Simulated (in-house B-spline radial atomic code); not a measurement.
**Tc⁴⁺: ionisation energy by several methods**

An exercise on one series of results from a longer session: the logs are not shown, and one member is left open.

Method: Dirac-Coulomb, several functionals; spherical all-electron atom at the radial basis limit. Code: in-house B-spline radial atomic code version 1.

## Starting point

| Property | Result |
| --- | --- |
| element | technetium (Z = 43) |
| charge | +4 |
| electrons | 39 |
| configuration | [Kr] 4d3 |
| nucleus | Fermi, rms radius 4.411 fm |

The outer shells:

[Kr] 4d3
```
[Kr] core
4d [↑ ][↑ ][↑ ][  ][  ]
```

The boxes only draw the filling; these runs are spin-restricted and spherical.

Set-up of the first run:

Settings of the run:

```ini
Z = 43
electrons = 39.0
configuration = [Kr] 4d3
hamiltonian = dirac
method = pbe,pbe
spin_polarised = False
nucleus = fermi
rms_radius = 4.411169945885085
mass_number = 97
atomic_mass = 96.90636072
speed_of_light = 137.035999084
```

Among the steps run: PBE, a GGA; relativistic LDA; OLYP, a GGA; BP86, a GGA; BLYP, a GGA; LDA (VWN5).

One table of the session follows, with a row left open; its other results are not shown here.

| method | ΔSCF (eV) |
| --- | --- |
| relativistic LDA | 56.778 |
| LDA (VWN5) | 56.758 |
| PBE | 56.565 |
| OLYP | 56.753 |
| BP86 | ? |
| BLYP | 56.427 |

Estimate the missing values for BP86.

**Answer.** ΔSCF (eV): 56.615. In the column «ΔSCF (eV)» it lies between PBE (56.565) and OLYP (56.753).
